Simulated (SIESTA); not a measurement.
Crystal: NiMoIrPdW.

```xyz
5
Lattice="4.1467 0.0000 0.0000 -2.0734 3.5911 0.0000 0.0000 0.0000 5.4163" Properties=species:S:1:pos:R:3 pbc="T T T"
Ni    0.0000    0.0000    0.1203
Mo    2.0734    1.1970    2.4913
Pd    0.0000    2.3941    4.0406
Ir    0.0000    2.3941    1.3888
W     2.0734    1.1970    5.4155
```

The cell was built by a generator and needn't be a form met in nature.

Program: SIESTA 5.4.2. Alike in all runs: task band structure; level PBE; spin collinear, ferromagnetic start; cell as given; k mesh 7 × 7 × 5; smearing fermi-dirac 0.05 eV; grid cutoff 800 Ry; energy shift 0.003 Ry. Hardware: 4 MPI ranks on Intel(R) Xeon(R) 6975P-C (Granite Rapids), on a shared host.

Question: Order these runs on this cell by their wall time, lowest first.
A. potentials or basis PseudoDojo 0.4 standard (PBE files), TZDP (energy shift 0.003 Ry; two zetas on semicore shells)
B. potentials or basis PseudoDojo 0.4 standard (PBE files), SZ (energy shift 0.003 Ry)
C. potentials or basis PseudoDojo 0.4 standard (PBE files), DZP (energy shift 0.003 Ry; two zetas on semicore shells)

Answer: B (21 s), C (98 s), A (230 s).

Caveats: the basis has no polarisation orbitals (some runs).
